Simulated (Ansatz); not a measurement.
# OsRu: pressure up to the limit of the methods

An exercise on one series of results from a longer session: the logs are not shown, and one member is left open.

Program: Ansatz 0.2.0. Level of theory: DFT PBEsol, with the methods named in each step. These are calculated values, not measurements.

1 further run of the same task is left out (it didn't finish).

### The structure to begin with

The structure is hexagonal, space group P-6m2 (No. 187). The conventional cell has a = 2.725 Å, b = 2.725 Å, c = 4.306 Å, α = 90.00°, β = 90.00°, γ = 120.00°. Ru (site symmetry -6m2) is surrounded by 6 Os at 2.67 Å and 6 Ru at 2.73 Å. Os (site symmetry -6m2) has 6 Ru at 2.67 Å and 6 Os at 2.73 Å as nearest neighbours.

Structure file:

```xyz
2
Lattice="2.7251 0.0000 0.0000 -1.3625 2.3600 0.0000 0.0000 0.0000 4.3064" Properties=species:S:1:pos:R:3 pbc="T T T"
Ru    0.0000    0.0000    0.0000
Os    0.0000    1.5733    2.1532
```

Whether this phase is the stable one at these pressures isn't tested.

Atoms are numbered in the order of the input: Ru1, Os2.

Set-up of the first run:

The input, input.yaml:

```yaml
crystal:
  lattice:
    - [2.7250933462, 0.0, 0.0]
    - [-1.3625466731, 2.3600000655, 0.0]
    - [0.0, 0.0, 4.3063727698]
  atoms:
    - { symbol: Ru, position: [0.0, 0.0, 0.0] }
    - { symbol: Os, position: [0.3333333333, 0.6666666667, 0.5] }
kpoints:
  mp_grid: { grid: [15, 15, 9] }
  band_path:
    path:
      - [0.0, 0.0, 0.0]
      - [0.5, 0.0, 0.0]
      - [0.3333333333, 0.3333333333, 0.0]
      - [0.0, 0.0, 0.0]
      - [0.0, 0.0, 0.5]
      - [0.5, 0.0, 0.5]
      - [0.3333333333, 0.3333333333, 0.5]
      - [0.0, 0.0, 0.5]
      - [0.5, 0.0, 0.5]
    npoints: 14
scf:
  occupations: { method: fermi_dirac, width: 0.05 }
hamiltonian:
  xc: pbesol
  pseudopotentials: { kind: all_electron, lapw: { basis_error: 0.001 } }
output:
  forces: true
  stress: true
  eigenvalues: true
  populations: true
```

On the command line:

```console
ansatz run input.yaml --threads 1 --pin off --max-ram 2048MiB --backend cpu --events-out ev --progress --plain --runs-dir out
```

Steps of the session up to this table: The reference volume, LAPW; Volume scaled by 1, norm-conserving; Volume scaled by 0.9, LAPW; Volume scaled by 0.8, LAPW; Volume scaled by 0.45, LAPW; Volume scaled by 0.45, crystal datasets.

One of the session's tables, all rows but one given; the rest of the session is left out.

| method | volume over the first | volume (Å³/atom) | pressure (GPa) |
| --- | --- | --- | --- |
| LAPW | 1 | 13.848 | -6.56 |
| LAPW | 0.9 | 12.463 | 42.08 |
| LAPW | 0.8 | 11.078 | 129.29 |
| LAPW | 0.45 | 6.231 | 1691.34 |
| PAW | 1 | 13.848 | -6.55 |
| PAW | 0.9 | ? | ? |
| PAW | 0.8 | 11.078 | 129.48 |
| PAW | 0.45 | 6.231 | 1693.96 |
| crystal datasets | 0.45 | 6.231 | 1691.34 |
| norm-conserving | 1 | 13.848 | -6.48 |

Q: Estimate the row for PAW, 0.9 from the others.

**Answer.** volume (Å³/atom): 12.463; pressure (GPa): 42.15.

Caveats from the session: Warnings in the runs' records: gradients without spin orbit, crystal datasets made.
